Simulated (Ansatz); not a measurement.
# CsYb3Ta2W: the cost of one run

Program: Ansatz 0.2.0. Level of theory: DFT PBE, scalar-relativistic, plane waves, PAW, unless a step names another level. These are calculated values, not measurements.

9 further runs of the same task are left out: 5 that didn't finish, 4 set aside as unsound or not needed. Runs told in other sessions of the task aren't counted.

## Step 1: Starting point

It takes space group P4/mmm (No. 123, tetragonal). Conventional cell: a = 5.001 Å, b = 5.001 Å, c = 11.142 Å, α = 90.00°, β = 90.00°, γ = 90.00°. Around Cs (site symmetry 4/mmm) lie 6 Yb at 3.54 to 3.69 Å. Yb (site symmetry 4mm) has 4 Ta at 3.13 Å in its first shell of neighbours. Around Yb (site symmetry 4/mmm) lie 4 Cs at 3.54 Å. Around Ta (site symmetry mmm) lie 2 W at 2.50 Å and 4 Yb at 3.13 Å. Around W (site symmetry 4/mmm) lie 4 Ta at 2.50 Å.

Structure file:

```cif
data_structure
_symmetry_space_group_name_H-M 'P 1'
_symmetry_Int_Tables_number 1
_cell_length_a 5.0006
_cell_length_b 5.0006
_cell_length_c 11.1421
_cell_angle_alpha 90.000
_cell_angle_beta 90.000
_cell_angle_gamma 90.000
_cell_volume 278.62
loop_
_atom_site_label
_atom_site_type_symbol
_atom_site_fract_x
_atom_site_fract_y
_atom_site_fract_z
_atom_site_occupancy
Cs1 Cs 0.00000 0.00000 0.00000 1
Yb1 Yb 0.00000 0.00000 0.33091 1
Yb2 Yb 0.00000 0.00000 0.66909 1
Yb3 Yb 0.50000 0.50000 0.00000 1
Ta1 Ta 0.00000 0.50000 0.50000 1
Ta2 Ta 0.50000 0.00000 0.50000 1
W1 W 0.50000 0.50000 0.50000 1
```

It came out lowest among 22 distinct ends of the trial cells. At a tolerance of 0.05 Å it has space group P4/mmm (No. 123).

## Step 2: Relaxing to 0.001 eV/Å, on the response runs' mesh and smearing

input.yaml reads:

```yaml
crystal:
  lattice:
    - [5.0006291143, 0.0, 0.0]
    - [0.0, 5.0006291143, 0.0]
    - [0.0, 0.0, 11.1420574994]
  atoms:
    - { symbol: Cs, position: [0.0, 0.0, 0.0] }
    - { symbol: Yb, position: [0.0, 0.0, 0.3309129079] }
    - { symbol: Yb, position: [0.0, 0.0, 0.6690870921] }
    - { symbol: Yb, position: [0.5, 0.5, 0.0] }
    - { symbol: Ta, position: [0.0, 0.5, 0.5] }
    - { symbol: Ta, position: [0.5, 0.0, 0.5] }
    - { symbol: W, position: [0.5, 0.5, 0.5] }
basis:
  ecutwfc: 420
kpoints:
  mp_grid: { grid: [6, 6, 4] }
hamiltonian:
  xc: pbe
scf:
  occupations: { method: gaussian, width: 0.1 }
output:
  forces: true
  stress: true
  eigenvalues: true
relax:
  adjacent_minimum: "off"
  f_tol: 0.001
  max_steps: 60
  cell: { stress_tol: 0.01 }
```

The run is started by

```
> ansatz run input.yaml --threads 3 --pin off --max-ram 7680MiB --backend cpu --events-out ev --progress --plain --runs-dir out
```

Q: Estimate wall time and peak memory on 3 threads of Intel Xeon Gold 6455B (Sapphire Rapids), shared host.

About 73 s, with a peak of 1 GiB.
